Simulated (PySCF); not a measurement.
# H3MgNO: the cost of one run

Computed with PySCF 2.14.0; each step states its level. No surroundings beyond the atoms listed, unless a continuum is named. Atoms count from 0, parts from 1.

## (1) The system as given

Each species was relaxed by itself at PBE0-D3(BJ)/def2-SVPD.

## (2) Reaction energy: wB97M-D3(BJ)/def2-TZVPD

What the job is given:

```
{"job": {"kind": "react", "xc": "wB97M-D3(BJ)", "basis": "def2-TZVPD"}, "charge": 0, "multiplicity": 1}
-1 H3MgNO charge 0 multiplicity 1
N     -0.446100    -0.056400     1.414600
Mg     0.067320     0.055220    -0.407040
O      0.488320     0.202560    -2.146740
H     -0.184960     0.585800     2.152990
H     -1.022840    -0.777450     1.831080
H      1.098250    -0.009730    -2.844890

-1 H2 charge 0 multiplicity 1
H      0.380020    -0.014140     0.003580
H     -0.380020     0.014140    -0.003580

+1 H2MgO charge 0 multiplicity 1
O      0.469360    -0.660310     0.707720
Mg    -0.311290     0.430510    -0.462180
H      0.892840    -1.238790     1.328270
H     -1.050880     1.468570    -1.573790

+1 H3N charge 0 multiplicity 1
N      0.003580    -0.003060     0.284460
H     -0.422210     0.843760    -0.080890
H     -0.514380    -0.787770    -0.100030
H      0.944740    -0.051780    -0.094670
```

Method: wB97M-D3(BJ)/def2-TZVPD reaction energy of separated species, gas phase.

On the command line:

```sh
> OMP_NUM_THREADS=1 python cluster_run.py task.json out
```

This one command runs all jobs of the session in turn.

Q: Estimate the wall time and peak memory of this first job on 1 thread of Arm Neoverse V1, shared host.

About 8.5 s, with a peak of 0.52 GiB.
